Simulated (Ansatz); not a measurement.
# TaSi2: the cost of one run

Computed with Ansatz 0.2.0 through its Python package. Level of theory: DFT PBE, plane waves, PAW.

The COD entry's cell or inner coordinates are ideal or old and differ from later refinements, so a difference from it is no clean test against experiment.

**1. Starting point**

It takes space group P6_222 (No. 180, hexagonal). The conventional cell has a = 4.780 Å, b = 4.780 Å, c = 6.564 Å, α = 90.00°, β = 90.00°, γ = 120.00°. Around Ta (site symmetry 222) lie 10 Si at 2.59 to 2.76 Å. Around Si (site symmetry 2) lie 5 Si at 2.59 to 2.76 Å and 5 Ta at 2.59 to 2.76 Å.

The script holds or builds the structure itself.

**2. Script**

File tasi2_bands.py:

```python
# -*- coding: utf-8 -*-
"""Bands of TaSi2 along a path through the zone."""

from pathlib import Path
import warnings

import ansatz
import matplotlib.pyplot as plt
import numpy as np


def main():
    warnings.simplefilter("ignore", ansatz.DeckWarning)

    vectors = np.array([
        [4.78, 0.0, 0.0],
        [-2.39, 4.139601, 0.0],
        [0.0, 0.0, 6.564],
    ])
    system = (
        ansatz.Lattice.of(vectors)
        .atom("Ta", (0.5, 0.0, 0.5))
        .atom("Ta", (0.5, 0.5, 5 / 6))
        .atom("Ta", (0.0, 0.5, 1 / 6))
        .atom("Si", (1 / 6, 0.3333, 0.5))
        .atom("Si", (5 / 6, 1 / 6, 5 / 6))
        .atom("Si", (0.6667, 5 / 6, 1 / 6))
        .atom("Si", (5 / 6, 0.6667, 0.5))
        .atom("Si", (1 / 6, 5 / 6, 5 / 6))
        .atom("Si", (0.3333, 1 / 6, 1 / 6))
    )

    # vertices of the path, as fractions of the reciprocal vectors
    path = [
        ("G", (0.0, 0.0, 0.0)),
        ("M", (0.5, 0.0, 0.0)),
        ("K", (0.33333, 0.33333, 0.0)),
        ("G", (0.0, 0.0, 0.0)),
        ("A", (0.0, 0.0, 0.5)),
        ("L", (0.5, 0.0, 0.5)),
        ("H", (0.33333, 0.33333, 0.5)),
    ]
    job = (
        system.calculation()
        .pseudopotentials("paw")
        .basis(34 * ansatz.Ry)
        .kpoints(spacing=0.32)
        .scf(tolerance=1e-10)
        .occupations("Fermi-Dirac", width=0.1)
        .band_structure([point for _, point in path], intervals=10)
        .scf(extra_bands=6)
        .density()
        .electron_localization_function()
        .output_files(volumetric_format="npy")
    )
    done = job.run(threads=1, backend="cpu")
    rep = done.report

    energy = rep["free_energy_ev"]
    print("F of the TaSi2 cell: {:.6f} eV = {:.6f} Ry = {:.6f} Ha".format(energy, energy / 13.605693, energy / 27.211386))
    print("Fermi level {:.4f} eV, {} k-points, {} symmetry operations".format(rep["fermi_energy_ev"], rep["n_kpoints"], rep["n_symmetry_ops"]))

    # ELF is 0.5 in a uniform gas and nears 1 where pairs localise
    folder = Path(done.write_results("elf"))
    elf = np.load(folder / "elf.npy")
    peak = np.unravel_index(elf.argmax(), elf.shape)
    print(f"largest ELF {elf.max():.3f} at grid fractions", np.round(np.array(peak) / elf.shape, 3))
    for level in (0.2, 0.5, 0.7, 0.8, 0.9):
        print(f"share of the cell with ELF over {level}: {np.mean(elf > level):.3f}")

    for term in (ansatz.EnergyTerm.SMEARING, ansatz.EnergyTerm.DISPERSION):
        print(f"F without {term.name.lower()}: {ansatz.free_energy_without(rep, term):.5f} eV")

    bands = done.band_structure()
    fermi = bands.fermi_energy_ev
    print(f"zero of the bands: {fermi:.3f} eV, the Fermi level found on the SCF mesh")
    reciprocal = 2 * np.pi * np.linalg.inv(done.lattice.cell_ang).T
    steps = np.linalg.norm(np.diff(bands.kpoints_frac @ reciprocal, axis=0), axis=1)
    distance = np.concatenate([[0], np.cumsum(steps)])
    fig, ax = plt.subplots(figsize=(5, 4))
    for channel, colour in zip(bands.channels, ("C0", "C3")):
        ax.plot(distance, channel.eigenvalues_ev - fermi, colour, lw=1)
    ax.set_xticks(distance[::10], [label for label, _ in path])
    ax.set(ylim=(-4, 4), ylabel="E - E_F (eV)", xlim=(0, distance[-1]))
    ax.grid(axis="x")
    fig.savefig("bands.png", dpi=100)
    first = bands.channels[0].eigenvalues_ev - fermi
    near = np.argsort(np.abs(first.mean(axis=0)))[:4]
    for band in sorted(near):
        print(f"band {band + 1}: {first[:, band].min():.3f} to {first[:, band].max():.3f} eV")


if __name__ == "__main__":
    main()
```

**3. The input behind the calls**

The engine receives this input:

```yaml
crystal:
  lattice:
    - [4.78, 0.0, 0.0]
    - [-2.39, 4.139601, 0.0]
    - [0.0, 0.0, 6.564]
  atoms:
    - { symbol: Ta, position: [0.5, 0.0, 0.5] }
    - { symbol: Ta, position: [0.5, 0.5, 0.8333333333333334] }
    - { symbol: Ta, position: [0.0, 0.5, 0.16666666666666666] }
    - { symbol: Si, position: [0.16666666666666666, 0.3333, 0.5] }
    - { symbol: Si, position: [0.8333333333333334, 0.16666666666666666, 0.8333333333333334] }
    - { symbol: Si, position: [0.6667, 0.8333333333333334, 0.16666666666666666] }
    - { symbol: Si, position: [0.8333333333333334, 0.6667, 0.5] }
    - { symbol: Si, position: [0.16666666666666666, 0.8333333333333334, 0.8333333333333334] }
    - { symbol: Si, position: [0.3333, 0.16666666666666666, 0.16666666666666666] }
basis:
  ecutwfc: 462.593566181796
kpoints:
  mp_grid:
    kspacing: 0.32
  band_path:
    path:
      - [0.0, 0.0, 0.0]
      - [0.5, 0.0, 0.0]
      - [0.33333, 0.33333, 0.0]
      - [0.0, 0.0, 0.0]
      - [0.0, 0.0, 0.5]
      - [0.5, 0.0, 0.5]
      - [0.33333, 0.33333, 0.5]
    npoints: 10
hamiltonian:
  pseudopotentials:
    kind: paw
scf:
  n_extra_bands: 6
  convergence:
    dr2_threshold: 1.0e-10
  occupations:
    method: fermi_dirac
    width: 0.1
output:
  write_density: true
  volumetric_format: npy
  elf: true
```

**4. Launch**

The run is started by

```sh
$ python tasi2_bands.py
```

**Question.** How long does this script take on 1 thread of Arm Neoverse V2, shared host, and how much memory does it need?

About 30 s, with a peak of 0.56 GiB.
